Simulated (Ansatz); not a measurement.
Crystal: NiMoIrPdW.

```xyz
5
Lattice="2.7662 0.0000 0.0000 -1.3831 2.3956 0.0000 0.0000 0.0000 11.0229" Properties=species:S:1:pos:R:3 pbc="T T T"
Ni    0.0000    1.5971    6.5820
Mo    0.0000    0.0000    4.5276
Pd    1.3831    0.7985    8.7654
Ir    1.3831    0.7985    2.2002
W     0.0000    1.5971   10.9936
```

The cell was built by a generator and needn't be a form met in nature.

* Program: Ansatz 0.2.0
* Task: relaxation of cell and atoms
* Functional: PBE
* Dispersion: D3(BJ)-ATM
* Potentials or basis: Ansatz PAW
* Cutoff: 420 eV (not typed: the program's choice for these potentials)
* k mesh: 8 × 8 × 2
* Occupations: fermi-dirac, width 0.05 eV
* Spin: collinear spin, ferromagnetic start
* Starting moments: [1.0, 1.0, 0.0, 0.6, 0.0] μB

At the start: volume 14.61 Å³/atom.

Question: Where does the relaxation end?

Answer: It ends after 5 steps and the volume is 14.33 Å³/atom (-1.9 %); space group P3m1 (No. 156, to 0.05 Å); moment 0.00 μB per cell.

The path:
| step | energy change (eV) | largest force (eV/Å) | volume (Å³) |
| --- | --- | --- | --- |
| 1 | 0.0000 | 0.0589 | 73.04 |
| 2 | -0.0220 | 0.0260 | 71.75 |
| 3 | -0.0223 | 0.0121 | 71.63 |
| 4 | -0.0223 | 0.0068 | 71.63 |
| 5 | -0.0217 | 0.0069 | 71.63 |

Final structure:
```cif
data_structure
_symmetry_space_group_name_H-M 'P 1'
_symmetry_Int_Tables_number 1
_cell_length_a 2.7470
_cell_length_b 2.7470
_cell_length_c 10.9612
_cell_angle_alpha 90.000
_cell_angle_beta 90.000
_cell_angle_gamma 120.000
_cell_volume 71.63
loop_
_atom_site_label
_atom_site_type_symbol
_atom_site_fract_x
_atom_site_fract_y
_atom_site_fract_z
_atom_site_occupancy
Ni1 Ni 0.33333 0.66667 0.59709 1
Mo1 Mo 0.00000 0.00000 0.41083 1
Pd1 Pd 0.66667 0.33333 0.79456 1
Ir1 Ir 0.66667 0.33333 0.20040 1
W1 W 0.33333 0.66667 0.99712 1
```

Caveat: the plane-wave basis is chosen anew once the cell has moved, so the energies of steps on either side of that aren't comparable; pairwise dispersion overbinds metals, which lowers pressure and volume; the starting moments weren't kept.
